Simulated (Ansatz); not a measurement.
# GeH2+ (doublet): wave-function methods side by side, cc-pVDZ

Aim: climb from Hartree-Fock through coupled cluster and multireference methods for GeH2+ (doublet) at one geometry and basis, and see what each rung misses.

Method: cc-pVDZ, core rule «outside noble gas», up to 14 orbitals frozen; program: Ansatz 0.2.0, Gaussian basis.

To be run: UHF; CCSD(T) on ROHF; CCSD(T) on UHF; BCCD(T) on ROHF; CISD; CCSDT(Q) on ROHF; CCSDT(Q) on UHF; CISDTQ; CCSDTQ on ROHF; CASSCF and MRCISD+Q, 5 electrons in 6 orbitals; CASSCF and NEVPT2, 5 electrons in 6 orbitals; Full CI.

15 further runs of the same task are left out: 1 for a mislabelled method, 5 that didn't finish, 9 set aside as unsound or not needed.

## 1. The system

The geometry is a PBE0/def2-TZVP stationary point (not a proven minimum) of the parent state, kept for this charge and spin. No spin-orbit coupling is included. The filled d shell of Ge may be among the frozen orbitals whatever the setting's name suggests; the logs give the count.

3 atoms, charge 1, spin multiplicity 2.

Atoms are counted from 1 here; the program's logs count them from 0.

Bond lengths: Ge1–H2 1.594 Å, Ge1–H3 1.594 Å. Angles: H2–Ge1–H3 90.6°.

As a file:

```
Ge    0.0000   -0.0303    0.0000
H     0.0000    1.0906   -1.1335
H     0.0000    1.0906    1.1335
```

## 2. UHF

in.yaml

```yaml
crystal:
  periodic: [false, false, false]
  atoms:
    - {symbol: Ge, position_ang: [0.000000, -0.030265, 0.000000]}
    - {symbol: H, position_ang: [0.000000, 1.090584, -1.133489]}
    - {symbol: H, position_ang: [0.000000, 1.090579, 1.133493]}
basis:
  gaussian: {orbitals: cc-pVDZ}
total_charge: 1
magnetization: {spin_polarized: true, initial_magnetization: 1}
hamiltonian: {xc: hf}
output: {orbitals: {seedname: orbitals}}
```

Started as:

```
ansatz run in.yaml --threads 1 --pin off --events-out ev --progress --plain --max-ram 2393MiB
```

Further steps of the session: CCSD(T) on ROHF; CCSD(T) on UHF; BCCD(T) on ROHF; CISD; CCSDT(Q) on ROHF; CCSDT(Q) on UHF; CISDTQ; CCSDTQ on ROHF; CASSCF and MRCISD+Q, 5 electrons in 6 orbitals; CASSCF and NEVPT2, 5 electrons in 6 orbitals; Full CI.

**Question.** What will the summary of the whole plan be? Wanted: FCI below the RHF energy; RMP2 from FCI; UMP2 from FCI; RCCSD from FCI; RCCSD(T) from FCI; UCCSD(T) from FCI; RCCSDT(Q) from FCI; UCCSDT(Q) from FCI; NEVPT2 valence from FCI.

**Answer**, as computed:

| quantity | value |
| --- | --- |
| FCI below the RHF energy | -2.3792 eV |
| RMP2 from FCI | +650.7 meV |
| UMP2 from FCI | +641.1 meV |
| RCCSD from FCI | +60.7 meV |
| RCCSD(T) from FCI | +16.0 meV |
| UCCSD(T) from FCI | +10.9 meV |
| RCCSDT(Q) from FCI | -0.7 meV |
| UCCSDT(Q) from FCI | -5.8 meV |
| NEVPT2 valence from FCI | +342.1 meV |
| MRCISD+Q valence from FCI | -3.3 meV |
| levels within 1 kcal/mol (43 meV) | RCCSD(T), UCCSD(T), BCCD(T), RCCSDT, UCCSDT, CISDTQ, RCCSDT(Q), UCCSDT(Q), RCCSDTQ, MRCISD valence, MRCISD+Q valence |
| T1 diagnostic | 0.025 |
| effectively unpaired electrons | 1.03 |

What this shows: RCCSD(T) lands +16.0 meV from the yardstick (0.7 % of the correlation energy). UCCSDT, UCCSDT(Q), MRCISD+Q valence fall below full CI: unrestricted runs freeze a spin-polarised core, another one than full CI's, and coupled cluster isn't variational. One determinant dominates. Of the multireference levels listed MRCISD+Q valence comes nearest in total energy (-3.3 meV), which doesn't show that its space is the better one. These misses are within one basis, not against nature; the frozen cores of restricted and unrestricted runs differ, which can shift their rows.
